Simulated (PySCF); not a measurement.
**[Pr(OH)2]+: other functionals and bases at one geometry**

Aim: see how levels, charges and forces of [Pr(OH)2]+ depend on the level of theory. The species was built from a template and needn't be a known compound.

Program: PySCF 2.14.0. Level of theory: several levels, as the steps say, no spin–orbit coupling. These are calculated values, not measurements.

1 further run of the same task is left out (for a known fault of the program).

## Step 1: Starting geometry

5 atoms, charge 1, spin multiplicity 1.

Bond lengths: Pr1–O2 2.035 Å, Pr1–O4 2.035 Å, O2–H3 0.964 Å, O4–H5 0.964 Å. Angles: O2–Pr1–O4 109.7°, Pr1–O2–H3 166.8°, Pr1–O4–H5 166.8°.

Geometry (Å):

```
Pr    0.0000    0.0000   -0.6509
O     1.6635   -0.0345    0.5212
H     2.3039   -0.0470    1.2412
O    -1.6635    0.0345    0.5212
H    -2.3039    0.0470    1.2412
```

Formal oxidation states: Pr +3. Each metal's 2 4f electrons lie in its core potential, so multiplicities, spins and levels count the valence alone. An earlier session relaxed this geometry at PBE0, Pr lcecp-1-SVP with ECP48, O def2-SVP, H def2-SVP (singlet, point group C2v).

At PBE0 on the finer grid: E = -184.138701 Eh, HOMO -13.37 eV, LUMO -6.56 eV, Mulliken charge on Pr1 +1.44 e, largest force component 0.007 eV/Å. 

Levels to run: B3LYP; PBE; PBE0, TZVP. Hardware: 2 threads of Arm Neoverse V1, shared host.

## Step 2: B3LYP

Contents of run.py (the lines that set the calculation):

```python
mol = gto.M(atom='''
Pr     0.00000     0.00000    -0.65088
O      1.66347    -0.03449     0.52120
H      2.30393    -0.04701     1.24122
O     -1.66347     0.03449     0.52120
H     -2.30393     0.04701     1.24122''',
    basis={'Pr': 'lcecp-1-SVP', 'O': 'def2-SVP', 'H': 'def2-SVP'},
    ecp={'Pr': 'lcecp-1-SVP'},
    charge=1, spin=0)
mf = dft.RKS(mol, xc='B3LYP')
mf.grids.atom_grid = (75, 302)  # f atoms: unpruned, at least (60, 302)
mf = mf.density_fit()  # fitting sets: Pr AutoAux, O def2-universal-JKFIT, H def2-universal-JKFIT
mf.conv_tol = 1e-08; mf.max_cycle = 55
mf.kernel(dm0)  # dm0: the density of the relaxed state
```

Run with:

```console
$ OMP_NUM_THREADS=2 python run.py
```

## Step 3: PBE

Edit run.py (the lines that set the calculation) of step 2 so:

```diff
@@ -9,3 +9,3 @@
     charge=1, spin=0)
-mf = dft.RKS(mol, xc='B3LYP')
+mf = dft.RKS(mol, xc='PBE')
 mf.grids.atom_grid = (75, 302)  # f atoms: unpruned, at least (60, 302)
```

## Step 4: PBE0, TZVP

Basis: Pr lcecp-1-TZVP with ECP48, O def2-TZVP, H def2-TZVP. 

Contents of run.py (the lines that set the calculation):

```python
mol = gto.M(atom='''
Pr     0.00000     0.00000    -0.65088
O      1.66347    -0.03449     0.52120
H      2.30393    -0.04701     1.24122
O     -1.66347     0.03449     0.52120
H     -2.30393     0.04701     1.24122''',
    basis={'Pr': 'lcecp-1-TZVP', 'O': 'def2-TZVP', 'H': 'def2-TZVP'},
    ecp={'Pr': 'lcecp-1-TZVP'},
    charge=1, spin=0)
mf = dft.RKS(mol, xc='PBE0')
mf.grids.atom_grid = (75, 302)  # f atoms: unpruned, at least (60, 302)
mf = mf.density_fit()  # fitting sets: Pr AutoAux, O def2-universal-JKFIT, H def2-universal-JKFIT
mf.conv_tol = 1e-08; mf.max_cycle = 55
mf.kernel(dm0)  # dm0: free metal ions and neutral atoms
```

**Question.** What will these runs give? Wanted: for each run, HOMO; gap; charge on Pr1; dipole; largest force.

**Answer**, as computed:

| level | state | HOMO (eV) | gap (eV) | charge on Pr1 (e) | dipole (D) | largest force (eV/Å) | basis functions | time |
| --- | --- | --- | --- | --- | --- | --- | --- | --- |
| PBE0 (relaxed here) | singlet | -13.37 | 6.82 | 1.44 | 2.73 | 0.01 | 71 | 5.2 s |
| B3LYP | singlet | -13.06 | 6.15 | 1.40 | 2.67 | 0.44 | 71 | 2.2 s |
| PBE | singlet | -11.79 | 4.50 | 1.28 | 2.28 | 0.43 | 71 | 2.7 s |
| PBE0, TZVP | singlet | -13.44 | 6.91 | 1.76 | 2.96 | 0.17 | 121 | 6.1 s |

Times are on 2 threads of Arm Neoverse V1, shared host; the first row also made further properties. The dipole of a charged species depends on the origin, so these sizes hold for this origin alone.

In one basis the HOMO–LUMO gap runs from 4.50 eV (PBE) to 6.82 eV (PBE0). The largest leftover force, 0.44 eV/Å with B3LYP, stands at a geometry relaxed at another level. The Mulliken charge on Pr spans +1.28 to +1.76 e over the levels. With 4f in the core, its levels are missing from HOMO and gap. Total energies of different levels can't be compared. Spin–orbit coupling is left out throughout.
